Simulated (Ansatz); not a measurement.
**TiO2: energy and stress against strain**

The task, for TiO2: see how energy and stress answer to the strain pattern (0, 0, 0, 0, 0, 1).

Program: Ansatz 0.2.0. Level of theory: DFT r2SCAN, scalar-relativistic, plane waves, PAW. These are calculated values, not measurements.

1 further run of the same task is left out (set aside as unsound or not needed).

**1. Starting point**

The structure is tetragonal, space group P4_2/mnm (No. 136). Conventional cell: a = 4.597 Å, b = 4.597 Å, c = 2.954 Å, α = 90.00°, β = 90.00°, γ = 90.00°. Ti (site symmetry mmm) has 6 O at 1.95 to 1.98 Å as nearest neighbours. O (site symmetry m2m) has 3 Ti at 1.95 to 1.98 Å as nearest neighbours.

Coordinates:

```
CELL_PARAMETERS angstrom
4.59675 0.00000 0.00000
0.00000 4.59675 0.00000
0.00000 0.00000 2.95367
ATOMIC_POSITIONS crystal
Ti 0.00000 0.00000 0.00000
Ti 0.50000 0.50000 0.50000
O 0.30461 0.30461 0.00000
O 0.19539 0.80461 0.50000
O 0.69539 0.69539 0.00000
O 0.80461 0.19539 0.50000
```

This cell was relaxed beforehand with the same method: volume 10.40 Å³/atom, gap on the mesh 2.22 eV.

**2. Zero of energy**

Reference values: F = -7292.5780 eV; pressure 0.00 GPa; largest force 0.000 eV/Å; gap on the mesh 2.22 eV. It was computed beforehand with the settings of the runs below.

**3. Setting up energy and stress against strain**

The cell is strained by ε times the Voigt pattern (0, 0, 0, 0, 0, 1) (xx, yy, zz, yz, xz, xy; engineering shear), with fractional coordinates fixed (clamped ions). The stress on the pattern is the sum of the stress components weighted by it, tension positive.

**4. At ε = -0.0200**

Contents of input.yaml:

```yaml
crystal:
  lattice:
    - [4.5967496901, -0.0459674969, 0.0]
    - [-0.0459674969, 4.5967496901, 0.0]
    - [0.0, 0.0, 2.9536714147]
  atoms:
    - { symbol: Ti, position: [0.0, 0.0, 0.0] }
    - { symbol: Ti, position: [0.5, 0.5, 0.5] }
    - { symbol: O, position: [0.304611801, 0.304611801, 0.0] }
    - { symbol: O, position: [0.195388199, 0.804611801, 0.5] }
    - { symbol: O, position: [0.695388199, 0.695388199, 0.0] }
    - { symbol: O, position: [0.804611801, 0.195388199, 0.5] }
basis:
  ecutwfc: 500
kpoints:
  mp_grid: { grid: [6, 6, 10] }
hamiltonian:
  xc: r2scan
scf:
  occupations: { method: gaussian, width: 0.05 }
output:
  forces: true
  stress: true
  eigenvalues: true
```

Command:

```console
$ ansatz run input.yaml --threads 1 --pin off --max-ram 2560MiB --backend cpu --events-out ev --progress --plain --runs-dir out
```

**5. Point ε = 0.0150**

Edit input.yaml of step 4 so:

```diff
@@ -2,4 +2,4 @@
   lattice:
-    - [4.5967496901, -0.0459674969, 0.0]
-    - [-0.0459674969, 4.5967496901, 0.0]
+    - [4.5967496901, 0.0344756227, 0.0]
+    - [0.0344756227, 4.5967496901, 0.0]
     - [0.0, 0.0, 2.9536714147]
@@ -24 +24,5 @@
   eigenvalues: true
+  write_density: true
+  write_potential: true
+  elf: true
+  volumetric_format: npy
```

**6. At ε = -0.0100**

Edit input.yaml of step 5 so:

```diff
@@ -2,4 +2,4 @@
   lattice:
-    - [4.5967496901, 0.0344756227, 0.0]
-    - [0.0344756227, 4.5967496901, 0.0]
+    - [4.5967496901, -0.0229837485, 0.0]
+    - [-0.0229837485, 4.5967496901, 0.0]
     - [0.0, 0.0, 2.9536714147]
@@ -24,5 +24 @@
   eigenvalues: true
-  write_density: true
-  write_potential: true
-  elf: true
-  volumetric_format: npy
```

**7. Point ε = 0.0050**

Edit input.yaml of step 6 so:

```diff
@@ -2,4 +2,4 @@
   lattice:
-    - [4.5967496901, -0.0229837485, 0.0]
-    - [-0.0229837485, 4.5967496901, 0.0]
+    - [4.5967496901, 0.0114918742, 0.0]
+    - [0.0114918742, 4.5967496901, 0.0]
     - [0.0, 0.0, 2.9536714147]
@@ -24 +24,5 @@
   eigenvalues: true
+  write_density: true
+  write_potential: true
+  elf: true
+  volumetric_format: npy
```

**8. At ε = 0.0175**

Edit input.yaml of step 7 so:

```diff
@@ -2,4 +2,4 @@
   lattice:
-    - [4.5967496901, 0.0114918742, 0.0]
-    - [0.0114918742, 4.5967496901, 0.0]
+    - [4.5967496901, 0.0402215598, 0.0]
+    - [0.0402215598, 4.5967496901, 0.0]
     - [0.0, 0.0, 2.9536714147]
@@ -24,5 +24 @@
   eigenvalues: true
-  write_density: true
-  write_potential: true
-  elf: true
-  volumetric_format: npy
```

**9. At ε = 0.0125**

Edit input.yaml of step 8 so:

```diff
@@ -2,4 +2,4 @@
   lattice:
-    - [4.5967496901, 0.0402215598, 0.0]
-    - [0.0402215598, 4.5967496901, 0.0]
+    - [4.5967496901, 0.0287296856, 0.0]
+    - [0.0287296856, 4.5967496901, 0.0]
     - [0.0, 0.0, 2.9536714147]
```

**10. ε = 0.0075**

Edit input.yaml of step 9 so:

```diff
@@ -2,4 +2,4 @@
   lattice:
-    - [4.5967496901, 0.0287296856, 0.0]
-    - [0.0287296856, 4.5967496901, 0.0]
+    - [4.5967496901, 0.0172378113, 0.0]
+    - [0.0172378113, 4.5967496901, 0.0]
     - [0.0, 0.0, 2.9536714147]
```

**11. At ε = 0.0025**

Edit input.yaml of step 10 so:

```diff
@@ -2,4 +2,4 @@
   lattice:
-    - [4.5967496901, 0.0172378113, 0.0]
-    - [0.0172378113, 4.5967496901, 0.0]
+    - [4.5967496901, 0.0057459371, 0.0]
+    - [0.0057459371, 4.5967496901, 0.0]
     - [0.0, 0.0, 2.9536714147]
@@ -24 +24,5 @@
   eigenvalues: true
+  write_density: true
+  write_potential: true
+  elf: true
+  volumetric_format: npy
```

(Steps that only read results are left out.)

Q: Predict the outcome of this session. Wanted: slope of the stress at ε = 0, from the points at -0.0100, 0 and 0.0025.

As calculated:

| quantity | value |
| --- | --- |
| slope of the stress at ε = 0, from the points at -0.0100, 0 and 0.0025 | 237 GPa |

**Reading.** The slope of the stress at zero strain, 237 GPa, estimates C66 with clamped ions in this Cartesian frame; letting the atoms relax could not make it stiffer. The undisturbed cell stays the lowest of the sampled points. The gap on the mesh stays at 2.22 eV.
